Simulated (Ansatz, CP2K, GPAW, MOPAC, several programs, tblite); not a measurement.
**What cheap methods get right for Mg2NCl**

How much accuracy does each second buy? Mg2NCl is computed with 11 methods, from the cheapest up to r2SCAN.

Method: no spin polarisation, static lattice; gaps from single points on the cell relaxed beforehand with r²SCAN, in MOPAC, tblite, CP2K, GPAW, Ansatz (versions at each run).

## 1. The structure to begin with

The structure is trigonal, space group R-3m (No. 166). Conventional cell: a = 3.293 Å, b = 3.293 Å, c = 17.814 Å, α = 90.00°, β = 90.00°, γ = 120.00°. Mg (site symmetry 3m) has 3 N at 2.15 Å and 3 Cl at 2.74 Å as nearest neighbours. N (site symmetry -3m) has 6 Mg at 2.15 Å as nearest neighbours. Around Cl (site symmetry -3m) lie 6 Mg at 2.74 Å.

Coordinates:

```cif
data_structure
_symmetry_space_group_name_H-M 'R-3m:H'
_symmetry_Int_Tables_number 166
_cell_length_a 3.2932
_cell_length_b 3.2932
_cell_length_c 17.8139
_cell_angle_alpha 90.000
_cell_angle_beta 90.000
_cell_angle_gamma 120.000
_cell_volume 167.31
loop_
_atom_site_label
_atom_site_type_symbol
_atom_site_symmetry_multiplicity
_atom_site_Wyckoff_symbol
_atom_site_fract_x
_atom_site_fract_y
_atom_site_fract_z
_atom_site_occupancy
Mg1 Mg 6 c 0.33333 0.66667 0.88958 1
N1 N 3 b 0.66667 0.33333 0.83333 1
Cl1 Cl 3 a 0.00000 0.00000 0.00000 1
```

The structure type (database structure) is imposed and need not be the compound's stable one.

**Question.** The methods are PM6, PM7, GFN1-xTB (tblite), GFN2-xTB (tblite), PBE/DZVP, PBE/single-zeta, PBE/SZV, coarse PBE, GLLB-SC, PBE, r2SCAN. What gap does r2SCAN give on this cell, and which other methods (full PBE left aside) come nearest to r2SCAN and farthest in gap?

```
                                      quantity                                                     value
                                        r2SCAN                     gap 3.12 eV, 13.94 Å³/atom, B₀ 96 GPa
gap: nearest and farthest of the other methods  PBE/single-zeta (-0.44 eV), GFN1-xTB (tblite) (-3.12 eV)
```

In words: For the gap, of the 9 methods compared (full PBE left aside), PBE/single-zeta comes nearest to r2SCAN and GFN1-xTB (tblite) is farthest. A minimal basis or a coarse cutoff and mesh shifts results by its own error, so closeness to r2SCAN can be chance. Cluster runs see only the k-points that fold onto the zone centre, so their gaps can miss the band edges. GLLB-SC is compared with its derivative discontinuity added. No volume is given for PM6, PM7, GFN1-xTB (tblite), GFN2-xTB (tblite), PBE/DZVP, PBE/single-zeta, PBE/SZV, coarse PBE, which can hide a larger miss. CPU times run from 0.44 s (coarse PBE) to 63 s (PM6). On this cell PM6, PM7, GFN1-xTB (tblite), GFN2-xTB (tblite), PBE/DZVP, PBE/single-zeta, PBE/SZV, GLLB-SC cost more than r2SCAN itself (5.4 s), so they are no saving here. A cluster method computes far more atoms than the primitive cell, so on a small crystal it can cost more than plane waves. GFN1-xTB (tblite) disagrees with r2SCAN even on whether there is a gap. r2SCAN is a yardstick, not the truth: it usually gives gaps below the measured ones.
